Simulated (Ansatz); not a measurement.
# Ti4AlC3: properties at the relaxed cell

One table from this session's results is given with a row withheld; the runs are named, their logs left out.

Program: Ansatz 0.2.0. Level of theory: DFT PBE and PBEsol (the runs whose input is shown use PBEsol), scalar-relativistic, plane waves, PAW. These are calculated values, not measurements.

## Starting point

The structure is hexagonal, space group P6_3/mmc (No. 194). The conventional cell has a = 3.082 Å, b = 3.082 Å, c = 23.586 Å, α = 90.00°, β = 90.00°, γ = 120.00°. Ti (site symmetry 3m) is surrounded by 6 C at 2.15 to 2.23 Å. Ti (site symmetry 3m) is surrounded by 3 C at 2.07 Å. Around Al (site symmetry -6m2) lie 6 Ti at 2.90 Å and 6 Al at 3.08 Å. Around C (site symmetry -3m) lie 6 Ti at 2.15 Å. C (site symmetry 3m) is surrounded by 6 Ti at 2.07 to 2.23 Å.

Coordinates:

```
Ti Al C
1.0
     3.08197    0.00000    0.00000
    -1.54099    2.66907    0.00000
     0.00000    0.00000   23.58552
Ti Al C
8 2 6
Cartesian
  0.0000 1.7794 1.2002
  1.5410 0.8897 22.3853
  1.5410 0.8897 12.9930
  0.0000 1.7794 10.5925
  0.0000 0.0000 3.6059
  0.0000 0.0000 19.9796
  0.0000 0.0000 15.3987
  0.0000 0.0000 8.1868
  0.0000 1.7794 5.8964
  1.5410 0.8897 17.6891
  0.0000 0.0000 0.0000
  0.0000 0.0000 11.7928
  1.5410 0.8897 2.5465
  0.0000 1.7794 21.0390
  0.0000 1.7794 14.3393
  1.5410 0.8897 9.2462
```

This cell was relaxed beforehand with the same method: volume 12.13 Å³/atom, gap on the mesh none (metal).

Set-up of the first run:

The input, input.yaml:

```yaml
crystal:
  lattice:
    - [3.081973292, 0.0, 0.0]
    - [-1.540986646, 2.6690671646, 0.0]
    - [0.0, 0.0, 23.5855209217]
  atoms:
    - { symbol: Ti, position: [0.3333333333, 0.6666666667, 0.0508887223] }
    - { symbol: Ti, position: [0.6666666667, 0.3333333333, 0.9491112777] }
    - { symbol: Ti, position: [0.6666666667, 0.3333333333, 0.5508887223] }
    - { symbol: Ti, position: [0.3333333333, 0.6666666667, 0.4491112777] }
    - { symbol: Ti, position: [0.0, 0.0, 0.1528882649] }
    - { symbol: Ti, position: [0.0, 0.0, 0.8471117351] }
    - { symbol: Ti, position: [0.0, 0.0, 0.6528882649] }
    - { symbol: Ti, position: [0.0, 0.0, 0.3471117351] }
    - { symbol: Al, position: [0.3333333333, 0.6666666667, 0.25] }
    - { symbol: Al, position: [0.6666666667, 0.3333333333, 0.75] }
    - { symbol: C, position: [0.0, 0.0, 0.0] }
    - { symbol: C, position: [0.0, 0.0, 0.5] }
    - { symbol: C, position: [0.6666666667, 0.3333333333, 0.1079700852] }
    - { symbol: C, position: [0.3333333333, 0.6666666667, 0.8920299148] }
    - { symbol: C, position: [0.3333333333, 0.6666666667, 0.6079700852] }
    - { symbol: C, position: [0.6666666667, 0.3333333333, 0.3920299148] }
basis:
  ecutwfc: 420
kpoints:
  mp_grid: { grid: [15, 15, 2] }
hamiltonian:
  xc: pbesol
scf:
  occupations: { method: gaussian, width: 0.1 }
output:
  forces: true
  stress: true
  eigenvalues: true
relax:
  adjacent_minimum: "off"
  f_tol: 0.005
  max_steps: 50
  cell: { stress_tol: 0.05 }
```

The run is started by

```sh
$ ansatz run input.yaml --threads 4 --pin off --max-ram 10240MiB --backend cpu --events-out ev --progress --plain --runs-dir out
```

Among the steps run: The cell under PBEsol; Relaxing with PBE+D3(BJ); The cell under LDA; The cell under r2SCAN.

One table of the session follows, with a row left open; its other results are not shown here.

It belongs to the step «One structure, several functionals». 

| functional | a (Å) | b (Å) | c (Å) | volume (Å³/atom) |
| --- | --- | --- | --- | --- |
| PBE | 3.082 | 3.082 | 23.586 | 12.13 |
| PBEsol | 3.054 | 3.054 | 23.378 | 11.80 |
| PBE+D3(BJ) | 3.050 | 3.050 | 23.299 | 11.73 |
| LDA | ? | ? | ? | ? |
| r2SCAN | 3.073 | 3.073 | 23.558 | 12.04 |

Estimate the missing values for LDA.

The run gave: a (Å): 3.031; b (Å): 3.031; c (Å): 23.170; volume (Å³/atom): 11.52. In the column «a (Å)» it is the lowest.
